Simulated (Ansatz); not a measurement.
# LiBe: the cost of one run

Program: Ansatz 0.2.0. Level of theory: DFT LDA, scalar-relativistic, plane waves, PAW. These are calculated values, not measurements.

### Step 1. Starting point

The structure is monoclinic, space group P2_1/m (No. 11). Conventional cell: a = 2.296 Å, b = 3.613 Å, c = 5.528 Å, α = 90.00°, β = 94.17°, γ = 90.00°. Around Li (site symmetry m) lie 4 Li at 2.30 to 2.67 Å and 5 Be at 2.33 to 2.65 Å. Be (site symmetry m) is surrounded by 6 Be at 2.28 to 2.32 Å and 5 Li at 2.33 to 2.65 Å.

As a file:

```cif
data_structure
_symmetry_space_group_name_H-M 'P2_1/m'
_symmetry_Int_Tables_number 11
_cell_length_a 2.2960
_cell_length_b 3.6128
_cell_length_c 5.5281
_cell_angle_alpha 90.000
_cell_angle_beta 94.167
_cell_angle_gamma 90.000
_cell_volume 45.73
loop_
_atom_site_label
_atom_site_type_symbol
_atom_site_symmetry_multiplicity
_atom_site_Wyckoff_symbol
_atom_site_fract_x
_atom_site_fract_y
_atom_site_fract_z
_atom_site_occupancy
Li1 Li 2 e 0.73685 0.25000 0.15486 1
Be1 Be 2 e 0.75642 0.25000 0.57617 1
```

The structure comes from the Materials Project (structure only).

### Step 2. Functional and cell changed: LDA

What differs from the listed cell: strain xx, yy, zz, yz, xz, xy = -3.5, -3.5, -3.5, +0.0, +0.0, +0.0 %.

Input file input.yaml:

```yaml
crystal:
  lattice:
    - [2.2163383939, 0.0, 0.0]
    - [0.0, 3.4874458853, 0.0]
    - [-0.3878060738, 0.0, 5.3222617767]
  atoms:
    - { symbol: Li, position: [0.73684756, 0.25, 0.15485774] }
    - { symbol: Li, position: [0.26315244, 0.75, 0.84514226] }
    - { symbol: Be, position: [0.75641808, 0.25, 0.57617164] }
    - { symbol: Be, position: [0.24358192, 0.75, 0.42382836] }
basis:
  ecutwfc: 420
kpoints:
  mp_grid: { grid: [18, 12, 8] }
hamiltonian:
  xc: lda
scf:
  occupations: { method: gaussian, width: 0.1 }
output:
  forces: true
  stress: true
  eigenvalues: true
```

Command:

```bash
> ansatz run input.yaml --threads 1 --pin off --max-ram 1331MiB --backend cpu --events-out ev --progress --plain --runs-dir out
```

**Question.** How long does this run take on 1 thread of an x86-64 CPU, shared host, and how much memory does it need?

About 23 s, with a peak of 0.48 GiB.
